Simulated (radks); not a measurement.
# Exchange and kinetic functionals tested on atomic densities: Tc⁺, Mn⁺, Cd²⁺, Sr, Er⁵⁸⁺, H

Aim: take each self-consistent density and evaluate many functionals on it, against the exact exchange and kinetic energies of the same orbitals. Every spin shell is full or empty, so the densities are truly spherical.

Program: radks (a radial shooting solver on a logarithmic mesh, Libxc functionals) version 1. Level of theory: non-relativistic Kohn-Sham, LDA (Slater exchange, Perdew-Wang correlation), spin-polarised, spherical densities, point nucleus; open shells are filled with parallel spins first. These are calculated values, not measurements, unless marked.

## 1. Starting point

* species: Tc⁺ ([Kr] 4d5 5s1), Mn⁺ ([Ar] 3d5 4s1), Cd²⁺ ([Kr] 4d10), Sr ([Kr] 5s2), Er⁵⁸⁺ ([Ne]), H (1s1)

## 2. Tc⁺, [Kr] 4d5 5s1

The run's settings:

```text
Z 43
configuration [Kr] 4d5 5s1
relativity non-relativistic
functional lda,pw
spin polarised
nucleus point
```

## 3. Mn⁺, [Ar] 3d5 4s1

The run's settings:

```text
Z 25
configuration [Ar] 3d5 4s1
relativity non-relativistic
functional lda,pw
spin polarised
nucleus point
```

## 4. Cd²⁺, [Kr] 4d10

The run's settings:

```text
Z 48
configuration [Kr] 4d10
relativity non-relativistic
functional lda,pw
spin polarised
nucleus point
```

## 5. Sr, [Kr] 5s2

The run's settings:

```text
Z 38
configuration [Kr] 5s2
relativity non-relativistic
functional lda,pw
spin polarised
nucleus point
```

## 6. Er⁵⁸⁺, [Ne]

The run's settings:

```text
Z 68
configuration [Ne]
relativity non-relativistic
functional lda,pw
spin polarised
nucleus point
```

## 7. H, 1s1

The run's settings:

```text
Z 1
configuration 1s1
relativity non-relativistic
functional lda,pw
spin polarised
nucleus point
```

**Question.** What will these runs give? Wanted: for each run, error in magnitude; Tc⁺; Mn⁺; Cd²⁺; Sr; Er⁵⁸⁺.

As calculated:

```
 error in magnitude (%)     Tc⁺     Mn⁺    Cd²⁺      Sr   Er⁵⁸⁺       H
          exchange, LDA   -5.14   -6.41   -4.94   -5.41   -8.09  -14.06
          exchange, PBE   -0.41   -0.27   -0.44   -0.40   -1.06   -1.73
         exchange, RPBE   -0.19   +0.10   -0.23   -0.16   -0.46   -0.03
           exchange, WC   -0.89   -1.03   -0.88   -0.93   -1.97   -3.73
        exchange, SOGGA   -2.38   -2.79   -2.31   -2.49   -3.85   -6.28
         exchange, B86b   +0.04   +0.27   -0.01   +0.07   -0.44   -0.77
          exchange, G96   +0.36   +0.42   +0.34   +0.34   -0.10   -0.13
         exchange, SCAN   +0.23   +0.41   +0.17   +0.24   +0.25   +0.19
       exchange, r2SCAN   -0.05   +0.14   -0.09   -0.04   -0.05   +0.19
  kinetic, Thomas-Fermi   -5.53   -6.62   -5.36   -5.77   -5.90   -9.01
kinetic, von Weizsacker  -56.34  -47.35  -57.92  -54.54  -44.84   -0.00
     kinetic, TF + vW/9   -0.68   -0.77   -0.68   -0.71   +0.23   +2.10
          kinetic, LC94   +0.07   -0.02   +0.07   +0.05   +0.87   +1.66
         kinetic, APBEK   +0.14   +0.08   +0.12   +0.12   +0.92   +1.53
     kinetic, Perdew 92   -0.67   -0.76   -0.67   -0.70   +0.24   +2.12
       kinetic, Thakkar   -0.51   -0.40   -0.56   -0.49   +0.49   +1.89
           kinetic, PG1  +16.01  +20.24  +15.30  +16.79  +23.26  +54.25
     kinetic, Ernzerhof   -0.38   -0.32   -0.39   -0.39   +1.04   +5.80
```

What this shows: Negative means that the magnitude is too small. For exchange the mean absolute error is least for r2SCAN (0.09 %) and largest for LDA (7.34 %). Among the orbital-free kinetic functionals LC94 (0.46 %) does best and von Weizsacker (43.50 %) worst. The functionals are evaluated on one density each, not self-consistently.
